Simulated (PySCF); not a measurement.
# FLuS (Lu(S)(F)): the cost of one run

Method: several levels, as the steps say, no spin–orbit coupling; program: PySCF 2.14.0.

1 further run of the same task is left out (for a known fault of the program).

## Step 1: Starting geometry

3 atoms, charge 0, spin multiplicity 1.

Bond lengths: Lu1–S2 2.270 Å, Lu1–F3 1.926 Å. Angles: S2–Lu1–F3 114.7°.

As a file:

```xyz
3

Lu   -0.1727    0.0000   -0.3643
S     1.7671    0.0000    0.8147
F    -1.7685    0.0000    0.7141
```

Formal oxidation states: Lu +3. An earlier session relaxed this geometry at PBE0, Lu def2-SVP with ECP28, S def2-SVP, F def2-SVP (singlet, point group Cs).

At PBE0 on the finer grid: E = -1733.811297 Eh, HOMO -5.96 eV, LUMO -3.01 eV, Mulliken charge on Lu1 +0.84 e, largest force component 0.008 eV/Å. 

Levels to run: r2SCAN; PBE; PBE0, TZVP. Hardware: 2 threads of Intel Xeon at 2.50GHz (Skylake/Cascade Lake), shared host.

## Step 2: r2SCAN

run.py (the lines that set the calculation) reads:

```python
mol = gto.M(atom='''
Lu    -0.17268     0.00000    -0.36425
S      1.76715     0.00000     0.81470
F     -1.76850     0.00000     0.71406''',
    basis={'Lu': 'def2-SVP', 'S': 'def2-SVP', 'F': 'def2-SVP'},
    ecp={'Lu': 'def2-SVP'},
    charge=0, spin=0)
mf = dft.RKS(mol, xc='R2SCAN')
mf.grids.atom_grid = (75, 302)  # f atoms: unpruned, at least (60, 302)
mf = mf.density_fit()  # fitting sets: Lu def2-universal-JKFIT, S def2-universal-JKFIT, F def2-universal-JKFIT
mf.conv_tol = 1e-08; mf.max_cycle = 55
mf.kernel(dm0)  # dm0: the density of the relaxed state
```

The run is started by

```bash
$ OMP_NUM_THREADS=2 python run.py
```

**Question.** How long does this run take on 2 threads of Intel Xeon at 2.50GHz (Skylake/Cascade Lake), shared host?

About 31 s.
